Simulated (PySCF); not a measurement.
**C₅H₆F₂: spin-spin couplings**

What spin-spin couplings should C₅H₆F₂ (`FC[C@@H]1[C@H]2[C@@H](F)[C@@H]12`) show?

Computed with PySCF 2.14.0, with density-fitted response routines of our own, on a single molecule in the gas phase. Atoms count from 0, in the outputs and in this text.

## (1) Starting geometry

13 atoms, charge 0, multiplicity 1; geometry from: GFN2-xTB.

Bonds of the start (Å): F0–C1 1.37, C1–C2 1.51, C2–C3 1.50, C3–C4 1.48, C4–F5 1.37, C4–C6 1.48, C6–C2 1.50, C6–C3 1.50, C1–H7 1.10, C1–H8 1.10, C2–H9 1.09, C3–H10 1.07, C4–H11 1.08, C6–H12 1.07.

## (2) J couplings: B3LYP/pcJ-1

Job settings and geometry (Å):

```
{"job": {"kind": "j", "xc": "B3LYP", "basis": "pcJ-1"}, "charge": 0, "multiplicity": 1}
F      0.557763    -0.360581     2.291455
C     -0.144895     0.683416     1.742297
C     -0.279215     0.519203     0.245865
C     -0.430355    -0.863034    -0.317611
C      0.045163    -0.535698    -1.684005
F     -0.623459     0.408194    -2.423192
C      0.851470    -0.108818    -0.514665
H      0.402161     1.599579     1.990439
H     -1.126843     0.695184     2.228029
H     -0.829966     1.335277    -0.211960
H     -0.698668    -1.786051     0.148101
H      0.400084    -1.312876    -2.350839
H      1.872371    -0.273309    -0.247291
```

Level: B3LYP/pcJ-1 indirect spin-spin coupling, non-relativistic, gas phase.

Run with:

```console
> OMP_NUM_THREADS=1 python probes_run.py task.json out
```

One launch serves the whole session: the jobs run in the order shown.

What will the session give for the following? largest coupling of the table (B3LYP/pcJ-1). Wanted: largest coupling of the table.

The runs gave:

| quantity | value |
| --- | --- |
| largest coupling of the table (B3LYP/pcJ-1) | 1J(C,F) C4–F5, -315.1 Hz |

**Reading.** In the run at B3LYP/pcJ-1, the largest coupling of the table is C4–F5, -315.1 Hz, of which the Fermi-contact term gives -343.1 Hz. Couplings across rotatable bonds belong to this one conformer; where others are populated, the observed values are averages. Density functionals describe couplings to fluorine poorly, F–F couplings above all, so those rows are rough.
